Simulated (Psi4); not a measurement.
# CCSD(T)/def2-TZVPPD run of As2 (SMILES [As]#[As])

What is the energy change on altering one bond length of As2 at CCSD(T)/def2-TZVPPD? 

The results are computed with Psi4 1.11.

### 1 The molecule

As2: 2 atoms, total charge 0, spin state singlet. As SMILES, `[As]#[As]`. The coordinates come from a PBE0-D4/def2-TZVP relaxation.

Bond lengths: As1–As2 2.089 Å.

### 2 The energy at CCSD(T)/def2-TZVPPD

as2.py

```python
import psi4

psi4.set_memory('1600 MB')
psi4.set_num_threads(1)
psi4.core.set_output_file('output.dat', False)

geom = psi4.geometry("""
0 1
As     0.00000000     0.00000000     0.00468652
As     0.00000000     0.00000000     3.95234329
units bohr
symmetry c1
no_reorient
no_com
""")

psi4.set_options({
    'basis': 'def2-TZVPPD',
    'puream': True,
    'e_convergence': 1e-09,
    'd_convergence': 1e-08,
    'scf_type': 'pk',
    'num_frozen_docc': 18,
})

E, wfn = psi4.energy("ccsd(t)", return_wfn=True)
print(f'total energy {E:.8f} hartree = {E * 27.211386:.5f} eV')
```

Run with:

```
$ python as2.py
```

output.dat (excerpt; [...] marks lines left out):

```text
[...]
  Running in c1 symmetry.
[...]
  Nuclear repulsion =  275.859848879415097
[...]
  Multiplicity = 1
[...]
  Nalpha       = 33
  Nbeta        = 33
[...]
    Number of basis functions: 108
[...]
   @RHF iter   1: -4466.91393871302353   -6.33011e+00   2.93390e-02 DIIS/ADIIS
[...]
   @RHF iter   9: -4468.40908003033019   -2.44654e-10   7.43831e-09 DIIS
[...]
    Orbital Energies [Eh]
    ---------------------
    Doubly Occupied:
       1A   -432.595142     2A   -432.595134     3A    -56.320262
       4A    -56.320256     5A    -50.164855     6A    -50.164855
       7A    -50.164843     8A    -50.164843     9A    -50.163491
      10A    -50.163474    11A     -8.040613    12A     -8.040344
      13A     -5.893914    14A     -5.893914    15A     -5.893721
      16A     -5.893721    17A     -5.891488    18A     -5.889982
      19A     -2.129571    20A     -2.127316    21A     -2.127316
      22A     -2.126259    23A     -2.126259    24A     -2.125331
      25A     -2.125331    26A     -2.119171    27A     -2.119171
      28A     -2.114346    29A     -0.861345    30A     -0.605222
      31A     -0.377823    32A     -0.341611    33A     -0.341611
[...]
  @RHF Final Energy: -4468.40908003033019
   => Energetics <=
    Nuclear Repulsion Energy =            275.8598488794150967
    One-Electron Energy =               -6780.4927878843300277
    Two-Electron Energy =                2036.2238589745845729
    Total Energy =                      -4468.4090800303301876
[...]
 Multipole Moments:
 ------------------------------------------------------------------------------------
     Multipole            Electronic (a.u.)      Nuclear  (a.u.)        Total (a.u.)
 ------------------------------------------------------------------------------------
 L = 1.  Multiply by 2.5417464519 to convert [e a0] to [Debye]
 Dipole X            :          0.0000000            0.0000000            0.0000000
 Dipole Y            :         -0.0000000            0.0000000           -0.0000000
 Dipole Z            :       -130.5819837          130.5819837            0.0000000
 Magnitude           :                                                    0.0000000
[...]
      * MP2 total energy                      = -4468.922845962456449
[...]
      * CCSD total energy                     = -4468.914756416675118
[...]
      * CCSD(T) total energy                  = -4468.942209546933555
```

Standard output:

```text
total energy -4468.94220955 hartree = -121606.11148 eV
```

It took 97 s on 1 thread of AMD EPYC 7R43 (Zen 3), shared host; peak memory 0.95 GiB.

### 3 The distorted shape

as2.in

```
memory 1.6 GB

molecule {
  0 1
  As
  As 1 2.7157
  symmetry c1
}

set {
  basis           def2-TZVPPD
  reference       rhf
  puream          true
  e_convergence   1e-09
  d_convergence   1e-08
  scf_type        pk
  num_frozen_docc 18
}

result, w = energy("ccsd(t)", return_wfn=True)
```

Run with:

```
$ psi4 -n 1 as2.in as2.out
```

as2.out (excerpt; [...] marks lines left out):

```text
[...]
  Running in c1 symmetry.
[...]
  Nuclear repulsion =  212.200899370191877
[...]
  Multiplicity = 1
[...]
  Nalpha       = 33
  Nbeta        = 33
[...]
    Number of basis functions: 108
[...]
   @RHF iter   1: -4466.75655513121910   -6.90704e+00   2.92675e-02 ADIIS/DIIS
[...]
   @RHF iter  10: -4468.27693393768368    9.09495e-13   1.65665e-09 DIIS
[...]
    Orbital Energies [Eh]
    ---------------------
    Doubly Occupied:
       1A   -432.631648     2A   -432.631646     3A    -56.353389
       4A    -56.353389     5A    -50.197795     6A    -50.197795
       7A    -50.197788     8A    -50.197788     9A    -50.197144
      10A    -50.197127    11A     -8.070495    12A     -8.070453
      13A     -5.922737    14A     -5.922737    15A     -5.922722
      16A     -5.922722    17A     -5.919773    18A     -5.919706
      19A     -2.155225    20A     -2.155225    21A     -2.154988
      22A     -2.154988    23A     -2.152411    24A     -2.152411
      25A     -2.152044    26A     -2.151639    27A     -2.151639
      28A     -2.150312    29A     -0.769568    30A     -0.660462
      31A     -0.348054    32A     -0.287019    33A     -0.287019
[...]
  @RHF Final Energy: -4468.27693393768368
   => Energetics <=
    Nuclear Repulsion Energy =            212.2008993701918769
    One-Electron Energy =               -6651.5359528863900778
    Two-Electron Energy =                1971.0581195785141517
    Total Energy =                      -4468.2769339376836797
[...]
 Multipole Moments:
 ------------------------------------------------------------------------------------
     Multipole            Electronic (a.u.)      Nuclear  (a.u.)        Total (a.u.)
 ------------------------------------------------------------------------------------
 L = 1.  Multiply by 2.5417464519 to convert [e a0] to [Debye]
 Dipole X            :          0.0000000            0.0000000            0.0000000
 Dipole Y            :          0.0000000            0.0000000            0.0000000
 Dipole Z            :         -0.0000000            0.0000000           -0.0000000
 Magnitude           :                                                    0.0000000
[...]
      * MP2 total energy                      = -4468.869426038439997
[...]
      * CCSD total energy                     = -4468.824126172829892
[...]
      * CCSD(T) total energy                  = -4468.868354310044197
[...]
```

It took 94 s on 1 thread of AMD EPYC 7R43 (Zen 3), shared host; peak memory 0.95 GiB.

### 4 Results

Level: CCSD(T)/def2-TZVPPD, 18 core orbitals frozen.

| quantity | value |
| --- | --- |
| first shape: total energy | -4468.94221 Eh |
| first shape: HOMO energy (Hartree–Fock orbitals) | -9.30 eV |
| first shape: LUMO energy (Hartree–Fock orbitals) | 0.21 eV |
| first shape: HOMO–LUMO gap (Hartree–Fock orbitals) | 9.51 eV |
| first shape: correlation energy (18 core orbitals frozen) | -533.1 mEh |
| first shape: (T) correction | -27.45 mEh |
| first shape: T1 diagnostic | 0.012 |
| distorted shape: total energy | -4468.86835 Eh |
| distorted shape: HOMO energy (Hartree–Fock orbitals) | -7.81 eV |
| distorted shape: LUMO energy (Hartree–Fock orbitals) | -1.29 eV |
| distorted shape: HOMO–LUMO gap (Hartree–Fock orbitals) | 6.52 eV |
| distorted shape: correlation energy (18 core orbitals frozen) | -591.4 mEh |
| distorted shape: (T) correction | -44.23 mEh |
| distorted shape: T1 diagnostic | 0.019 |
| energy change with the As1–As2 bond stretched from 2.089 to 2.716 Å | 2.010 eV |

With the As1–As2 bond stretched from 2.089 to 2.716 Å the energy rises by 2.01 eV (46 kcal/mol). The first shape isn't relaxed at this level, so the change isn't measured from a minimum. The triples (first shape) make up 5.1 % of the correlation energy. The triples (distorted shape) make up 7.5 % of the correlation energy.
